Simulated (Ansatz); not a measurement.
# AlClF2: the cost of one run

Method: RKS PBE0-D4/cc-pVDZ, in Ansatz 0.2.0.

## Step 1: Starting point

Bond lengths: Al1–Cl2 2.230 Å, Al1–F3 1.690 Å, Al1–F4 1.690 Å. Angles: Cl2–Al1–F3 120.0°, Cl2–Al1–F4 120.0°, F3–Al1–F4 120.0°.

Coordinates:

```xyz
4

Al    0.0000    0.0000    0.0000
Cl    0.0000    0.0000    2.2300
F     1.4635    0.0000   -0.8450
F    -1.4635    0.0000   -0.8450
```

## Step 2: Preparing the start

input.yaml

```yaml
crystal:
  periodic: [false, false, false]
  atoms:
    - { symbol: Al, position_ang: [0.0, 0.0, 0.0] }
    - { symbol: Cl, position_ang: [0.0, 0.0, 2.23] }
    - { symbol: F, position_ang: [1.4635, 0.0, -0.845] }
    - { symbol: F, position_ang: [-1.4635, 0.0, -0.845] }
basis:
  gaussian: { orbitals: cc-pVDZ }
hamiltonian:
  xc: pbe0
  dispersion: d4
relax:
  f_tol: 0.02
  max_steps: 40
```

Started as:

```sh
> ansatz run input.yaml --threads 1 --pin off --max-ram 2048MiB --backend cpu --events-out ev --progress --plain --runs-dir out
```

What time and memory should one allow on 1 thread of Arm Neoverse V1, shared host?

About 16 s, with a peak of 0.12 GiB.
